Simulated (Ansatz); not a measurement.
Born–Oppenheimer molecular dynamics of a periodic cell of 25 atoms, Ba4Ti4CO12F4 (surface BaTiO3(110), adsorbate CF4, incident energy 10 eV, 0° from the normal). It starts from an unrelaxed structure (largest force component 6.90 eV/Å).

Theory: Ansatz, DFT r2SCAN-D3(BJ), scalar-relativistic, plane waves, PAW. Settings: accuracy low, PAW set soft_1, cutoff 500 eV, k mesh 2x1x1, fermi-dirac smearing 0.02 eV, no spin polarisation.

* ensemble: NVE (velocity Verlet)
* time step: 1 fs
* steps asked: 210
* starting velocities: zero, but for any typed in the input
* atoms held: 1, 2, 3, 11, 12, 13
* seed: 957431

Frames 10 fs apart, positions in Å, forces in eV/Å.

Velocities at 100 fs (Å/ps):

```
Ba 0.00 0.00 0.00
Ti 0.00 0.00 0.00
O 0.00 0.00 0.00
O 8.66 -3.29 -52.65
O -16.15 -2.09 -28.00
Ba 4.26 -3.51 2.62
Ti -7.84 -2.92 0.72
O -3.74 3.68 -35.75
O -1.46 -10.60 -19.60
O 18.69 -2.12 -28.21
Ba 0.00 0.00 0.00
Ti 0.00 0.00 0.00
O 0.00 0.00 0.00
O 20.38 -1.59 -25.68
O -21.47 -1.64 -26.03
Ba 1.47 4.25 5.35
Ti -0.06 0.40 18.76
O -2.31 4.73 -38.13
O 11.32 -5.79 -6.29
O -7.91 -6.82 -8.46
C -2.76 -0.93 8.32
F -7.93 -0.80 -5.90
F 8.38 11.02 -19.33
F -25.60 14.09 -9.37
F 1.60 -11.52 0.43
```

```xyz
25
Lattice="5.6567 0.0000 0.0000 0.0000 8.0340 0.0000 0.0000 0.0000 19.2425" Properties=species:S:1:pos:R:3:forces:R:3 time_fs=100 energy_less_start_eV=-2.518 T=5088
Ba 0.000 0.000 1.000 -0.06 -0.77 0.96
Ti 2.828 2.081 1.000 1.45 -0.21 -0.17
O 2.828 3.953 1.000 0.10 0.93 -3.18
O 1.439 1.952 1.868 -3.91 -0.26 -2.33
O 4.174 1.960 2.092 1.99 -0.02 -0.11
Ba 2.870 -0.033 4.314 2.56 -3.61 -3.35
Ti -0.154 1.876 3.681 5.15 0.32 -5.79
O -0.066 4.092 3.449 -0.12 -1.43 -0.59
O 4.270 1.927 4.629 -4.28 0.24 4.90
O 1.744 2.029 3.724 -0.87 0.17 3.67
Ba 0.000 4.017 1.000 -0.04 0.36 1.37
Ti 2.828 6.098 1.000 -0.04 -0.86 6.27
O 2.828 7.970 1.000 0.13 -0.04 -3.17
O 1.461 5.972 2.198 0.71 0.35 -2.66
O 4.184 5.969 2.192 -0.77 0.41 -2.65
Ba 2.844 4.060 4.349 0.98 3.88 -3.09
Ti 0.006 5.929 3.948 -0.19 0.96 1.00
O -0.046 7.998 3.422 -0.05 0.26 -0.56
O 4.328 6.054 5.064 0.13 -0.22 0.11
O 1.373 6.014 5.022 0.09 -0.08 0.13
C 1.381 1.879 6.187 -0.08 -0.47 2.42
F 2.482 2.592 6.023 -0.15 -1.43 1.09
F 0.298 2.549 5.964 0.54 1.03 0.35
F 1.291 0.637 5.734 -2.50 0.52 0.42
F 1.506 1.604 7.425 -0.79 -0.03 4.95
25
Lattice="5.6567 0.0000 0.0000 0.0000 8.0340 0.0000 0.0000 0.0000 19.2425" Properties=species:S:1:pos:R:3:forces:R:3 time_fs=110 energy_less_start_eV=-0.067 T=4097
Ba 0.000 0.000 1.000 -0.37 -1.98 -4.35
Ti 2.828 2.081 1.000 0.10 0.83 -3.19
O 2.828 3.953 1.000 0.18 -0.16 -3.32
O 1.282 1.903 1.339 -7.21 0.22 0.26
O 4.164 1.930 1.897 7.09 -0.35 4.94
Ba 2.918 -0.079 4.329 -0.28 -1.75 -2.67
Ti -0.164 1.853 3.615 3.19 1.05 -4.65
O -0.108 4.095 3.121 -0.17 -0.37 4.86
O 4.125 1.835 4.599 1.74 0.87 1.99
O 1.883 2.011 3.549 -2.96 0.09 1.70
Ba 0.000 4.017 1.000 0.04 0.56 -2.31
Ti 2.828 6.098 1.000 -0.66 0.33 -9.25
O 2.828 7.970 1.000 0.31 1.50 -3.21
O 1.605 5.962 1.940 -8.42 -0.46 6.17
O 4.031 5.960 1.937 8.87 -0.44 6.77
Ba 2.861 4.114 4.390 0.56 0.99 -3.88
Ti 0.005 5.937 4.099 0.55 -0.41 -9.55
O -0.073 8.042 3.079 -0.19 -0.40 5.79
O 4.391 5.997 5.058 -3.85 0.34 4.26
O 1.349 5.951 4.990 3.47 0.42 3.54
C 1.334 1.873 6.298 -1.21 0.33 -0.91
F 2.408 2.540 6.007 0.93 -2.09 2.42
F 0.386 2.687 5.804 -0.66 1.29 2.85
F 0.993 0.771 5.645 0.23 -1.11 0.91
F 1.500 1.493 7.541 -1.30 0.70 0.82
25
Lattice="5.6567 0.0000 0.0000 0.0000 8.0340 0.0000 0.0000 0.0000 19.2425" Properties=species:S:1:pos:R:3:forces:R:3 time_fs=120 energy_less_start_eV=-1.633 T=4732
Ba 0.000 0.000 1.000 -1.20 -5.87 -5.87
Ti 2.828 2.081 1.000 -2.84 -0.38 4.45
O 2.828 3.953 1.000 0.14 -1.79 -2.42
O 0.800 1.889 0.821 6.89 3.20 -1.58
O 4.473 1.895 1.930 -3.53 1.37 -0.74
Ba 2.965 -0.137 4.326 -0.84 -0.57 -1.41
Ti -0.103 1.851 3.456 -0.97 1.14 1.61
O -0.159 4.071 3.067 0.23 0.07 6.47
O 4.039 1.795 4.708 4.94 1.24 -1.49
O 1.857 1.999 3.473 -2.29 0.11 -1.64
Ba 0.000 4.017 1.000 -0.28 1.84 -4.10
Ti 2.828 6.098 1.000 0.23 -0.25 2.52
O 2.828 7.970 1.000 0.11 1.25 -2.31
O 1.382 5.939 1.942 0.73 0.48 0.83
O 4.258 5.941 1.966 -1.29 0.69 0.70
Ba 2.882 4.174 4.405 0.58 -1.54 -2.21
Ti 0.010 5.940 4.102 0.08 -0.64 -1.39
O -0.108 8.059 3.058 0.37 -1.25 6.69
O 4.304 5.958 5.240 2.44 0.32 -0.91
O 1.465 5.912 5.119 -2.54 0.80 -0.63
C 1.205 1.886 6.359 -0.28 0.06 -0.45
F 2.376 2.386 6.102 0.61 -1.66 1.26
F 0.445 2.885 5.778 -0.69 0.26 3.21
F 0.700 0.859 5.604 1.76 -0.24 2.28
F 1.425 1.417 7.707 -2.37 1.34 -2.87
25
Lattice="5.6567 0.0000 0.0000 0.0000 8.0340 0.0000 0.0000 0.0000 19.2425" Properties=species:S:1:pos:R:3:forces:R:3 time_fs=130 energy_less_start_eV=-2.047 T=4903
Ba 0.000 0.000 1.000 0.20 -3.05 -1.61
Ti 2.828 2.081 1.000 -2.56 0.46 3.27
O 2.828 3.953 1.000 0.25 -1.26 -1.71
O 0.647 2.024 0.212 5.20 -0.36 -1.28
O 4.620 1.928 1.926 -5.72 0.86 -3.72
Ba 3.007 -0.200 4.314 -0.63 0.57 0.06
Ti -0.056 1.871 3.334 -2.38 0.52 8.12
O -0.195 4.054 3.367 0.62 0.33 1.42
O 4.221 1.828 4.739 1.69 1.15 -2.25
O 1.717 1.995 3.309 2.26 0.20 -2.65
Ba 0.000 4.017 1.000 -0.23 1.93 -1.00
Ti 2.828 6.098 1.000 0.15 -0.50 6.51
O 2.828 7.970 1.000 0.09 0.31 -1.82
O 1.151 5.939 2.030 5.31 0.87 -1.58
O 4.466 5.955 2.076 -5.87 0.94 -1.94
Ba 2.908 4.224 4.405 0.35 -2.26 -0.47
Ti 0.019 5.930 4.067 0.08 -0.47 2.90
O -0.122 8.004 3.400 0.62 -1.28 0.40
O 4.321 5.938 5.391 2.52 0.45 -2.79
O 1.466 5.920 5.227 -2.58 0.77 -2.24
C 1.059 1.906 6.393 1.24 0.17 1.16
F 2.371 2.152 6.253 -0.49 -0.32 -1.49
F 0.476 3.090 5.912 0.68 -2.08 2.81
F 0.493 0.935 5.671 2.16 0.59 1.83
F 1.231 1.407 7.746 -2.99 1.45 -1.92
25
Lattice="5.6567 0.0000 0.0000 0.0000 8.0340 0.0000 0.0000 0.0000 19.2425" Properties=species:S:1:pos:R:3:forces:R:3 time_fs=140 energy_less_start_eV=-5.227 T=6193
Ba 0.000 0.000 1.000 0.91 -0.56 -1.09
Ti 2.828 2.081 1.000 -4.07 0.99 1.81
O 2.828 3.953 1.000 0.12 -0.36 -1.59
O 0.807 2.162 -0.457 2.24 -0.82 2.35
O 4.460 2.010 1.746 -0.33 -0.55 0.41
Ba 3.044 -0.258 4.301 -0.67 0.91 0.64
Ti -0.062 1.902 3.353 -3.15 -0.01 3.28
O -0.196 4.045 3.759 0.90 -0.91 -2.62
O 4.508 1.930 4.641 -2.19 0.87 -0.31
O 1.693 2.002 2.990 3.10 0.08 -2.84
Ba 0.000 4.017 1.000 0.62 0.49 -0.85
Ti 2.828 6.098 1.000 -0.35 -0.35 5.82
O 2.828 7.970 1.000 -0.05 0.09 -1.94
O 1.213 5.986 2.032 3.88 0.30 -1.55
O 4.350 6.022 2.081 -3.67 0.11 -1.63
Ba 2.936 4.260 4.401 0.02 -1.83 0.30
Ti 0.029 5.913 4.082 0.05 0.53 2.28
O -0.101 7.883 3.783 0.50 1.07 -3.20
O 4.474 5.944 5.389 -1.19 0.29 -1.24
O 1.329 5.971 5.214 1.57 0.19 -0.72
C 0.994 1.938 6.506 0.55 0.19 0.24
F 2.350 1.901 6.342 -0.09 0.78 -1.43
F 0.537 3.199 6.186 1.12 -2.25 1.57
F 0.390 1.031 5.822 1.31 -0.68 -0.84
F 0.896 1.472 7.702 -1.15 1.42 3.14
25
Lattice="5.6567 0.0000 0.0000 0.0000 8.0340 0.0000 0.0000 0.0000 19.2425" Properties=species:S:1:pos:R:3:forces:R:3 time_fs=150 energy_less_start_eV=-1.089 T=4513
Ba 0.000 0.000 1.000 1.06 -0.02 -1.32
Ti 2.828 2.081 1.000 -9.39 0.47 -3.41
O 2.828 3.953 1.000 0.16 1.18 -1.68
O 1.108 2.252 -0.997 0.57 -0.35 3.71
O 4.315 2.062 1.593 8.75 -1.25 4.65
Ba 3.076 -0.311 4.291 -1.02 1.23 0.05
Ti -0.103 1.931 3.421 4.36 -0.77 -4.89
O -0.139 3.990 4.012 1.84 -0.55 -3.57
O 4.626 2.080 4.587 -7.78 -0.29 5.97
O 1.827 2.013 2.519 -1.75 -0.23 0.97
Ba 0.000 4.017 1.000 1.28 0.18 -1.73
Ti 2.828 6.098 1.000 -2.19 -0.56 -3.43
O 2.828 7.970 1.000 0.07 1.08 -2.38
O 1.477 6.050 1.963 -3.69 -0.53 2.56
O 4.053 6.094 2.022 5.74 -0.77 4.73
Ba 2.964 4.282 4.398 -0.47 -1.59 -0.12
Ti 0.040 5.903 4.131 0.44 0.33 -2.36
O -0.051 7.828 3.990 0.29 2.95 -4.02
O 4.551 5.967 5.329 -4.50 -0.03 2.04
O 1.292 6.035 5.172 4.86 -0.21 1.90
C 0.977 1.967 6.649 -0.86 -2.13 1.25
F 2.316 1.688 6.369 -0.82 1.46 1.07
F 0.652 3.211 6.530 1.01 0.92 -1.21
F 0.353 1.097 5.932 0.42 -0.71 -2.22
F 0.504 1.602 7.804 1.62 0.21 3.42
25
Lattice="5.6567 0.0000 0.0000 0.0000 8.0340 0.0000 0.0000 0.0000 19.2425" Properties=species:S:1:pos:R:3:forces:R:3 time_fs=160 energy_less_start_eV=-1.335 T=4611
Ba 0.000 0.000 1.000 0.99 -0.79 -1.32
Ti 2.828 2.081 1.000 3.86 0.56 -9.81
O 2.828 3.953 1.000 0.81 1.78 -1.47
O 1.451 2.319 -1.320 0.28 -0.37 3.83
O 4.579 2.044 1.677 1.29 -0.80 2.64
Ba 3.102 -0.354 4.283 -1.21 2.57 -0.01
Ti -0.096 1.952 3.436 -2.98 0.32 4.44
O 0.028 3.909 4.054 2.10 0.66 -3.10
O 4.376 2.202 4.768 -0.23 -2.07 -3.04
O 1.832 2.007 2.151 -8.47 -0.76 9.02
Ba 0.000 4.017 1.000 1.29 0.99 -1.75
Ti 2.828 6.098 1.000 0.78 -0.53 -0.34
O 2.828 7.970 1.000 0.56 0.66 -2.55
O 1.550 6.086 2.028 -4.52 -0.73 2.32
O 4.029 6.125 2.191 3.62 -0.95 1.84
Ba 2.989 4.293 4.395 -0.73 -2.11 -0.14
Ti 0.062 5.902 4.156 1.53 0.76 2.53
O 0.021 7.930 3.960 0.54 1.85 -3.20
O 4.412 5.988 5.349 0.66 -0.25 -0.62
O 1.488 6.085 5.205 -1.10 -0.63 -0.90
C 0.899 1.886 6.858 -0.83 1.10 0.57
F 2.245 1.543 6.447 -0.82 1.16 2.96
F 0.821 3.236 6.827 0.83 -1.19 -1.68
F 0.335 1.133 5.954 -0.85 0.51 1.36
F 0.185 1.736 8.065 2.63 -1.73 -1.59
25
Lattice="5.6567 0.0000 0.0000 0.0000 8.0340 0.0000 0.0000 0.0000 19.2425" Properties=species:S:1:pos:R:3:forces:R:3 time_fs=170 energy_less_start_eV=-1.437 T=4653
Ba 0.000 0.000 1.000 1.20 -1.29 -0.41
Ti 2.828 2.081 1.000 -2.91 0.26 -0.67
O 2.828 3.953 1.000 1.21 1.45 -0.95
O 1.815 2.362 -1.411 0.68 -0.67 4.21
O 4.936 1.985 1.905 -6.25 0.60 -3.02
Ba 3.119 -0.379 4.274 -1.31 4.09 -0.39
Ti -0.131 1.974 3.527 -1.30 0.19 7.04
O 0.307 3.866 3.917 0.07 1.28 -1.16
O 4.081 2.211 4.815 1.82 -1.67 -3.01
O 1.464 1.967 2.181 3.47 0.18 -1.25
Ba 0.000 4.017 1.000 1.36 1.04 -0.59
Ti 2.828 6.098 1.000 -0.78 -0.14 7.71
O 2.828 7.970 1.000 0.98 -0.65 -1.98
O 1.381 6.079 2.213 1.72 -0.49 -2.53
O 4.231 6.100 2.479 -1.01 -0.79 -3.08
Ba 3.008 4.289 4.391 -0.96 -2.56 -0.67
Ti 0.112 5.915 4.221 0.90 0.11 2.01
O 0.122 8.143 3.747 0.32 -0.17 -0.75
O 4.298 5.996 5.351 4.16 -0.19 -0.67
O 1.637 6.099 5.204 -3.93 -0.42 -0.65
C 0.773 1.864 7.101 1.77 1.67 -2.03
F 2.135 1.454 6.671 -0.38 -0.12 3.61
F 1.021 3.215 7.044 -1.38 -1.50 -0.57
F 0.275 1.193 6.034 -2.00 1.31 2.56
F -0.004 1.791 8.261 2.54 -1.54 -2.77
25
Lattice="5.6567 0.0000 0.0000 0.0000 8.0340 0.0000 0.0000 0.0000 19.2425" Properties=species:S:1:pos:R:3:forces:R:3 time_fs=180 energy_less_start_eV=-1.520 T=4688
Ba 0.000 0.000 1.000 0.96 -0.59 0.01
Ti 2.828 2.081 1.000 -3.80 0.33 -0.76
O 2.828 3.953 1.000 1.09 2.14 -0.49
O 2.218 2.365 -1.247 0.70 -1.08 4.85
O 4.942 1.958 1.993 -7.93 1.53 -2.05
Ba 3.126 -0.377 4.262 -1.00 3.15 -1.03
Ti -0.196 2.005 3.743 0.10 1.13 0.12
O 0.591 3.889 3.712 -2.13 0.31 1.34
O 3.888 2.118 4.688 1.81 -1.32 -0.80
O 1.259 1.935 2.193 7.87 0.88 -3.22
Ba 0.000 4.017 1.000 1.16 0.26 0.20
Ti 2.828 6.098 1.000 -1.49 -0.43 7.81
O 2.828 7.970 1.000 0.96 -1.46 -1.45
O 1.292 6.045 2.268 3.35 0.13 -3.15
O 4.388 6.030 2.605 -2.09 -0.17 -3.07
Ba 3.021 4.268 4.381 -0.73 -1.34 -1.10
Ti 0.177 5.928 4.317 -1.36 -1.19 -3.94
O 0.242 8.338 3.495 -0.16 -2.57 2.81
O 4.407 5.992 5.322 1.83 0.00 1.28
O 1.585 6.092 5.176 0.42 0.38 2.25
C 0.765 1.934 7.225 0.84 -2.65 0.95
F 2.002 1.358 7.067 -0.30 -1.68 1.86
F 1.160 3.143 7.226 -1.66 3.12 -0.88
F 0.124 1.317 6.228 -0.61 1.45 -0.05
F -0.064 1.773 8.326 2.16 -0.34 -1.49
```

Of the whole run (210 fs, mean temperature of the second half 4948 K): The conserved energy stayed within 1.3 meV per atom of its start (net change -0.56 meV per atom), so the integration is sound. A run of 0.21 ps of so small a system gives no equilibrium averages. Limits of this set-up: coarse k mesh, slab without dipole correction, a typed lattice constant that wasn't relaxed here, low accuracy level.

The run took 59 min on 4 threads of Arm Neoverse V1 (shared host), peak memory 2.5 GiB.
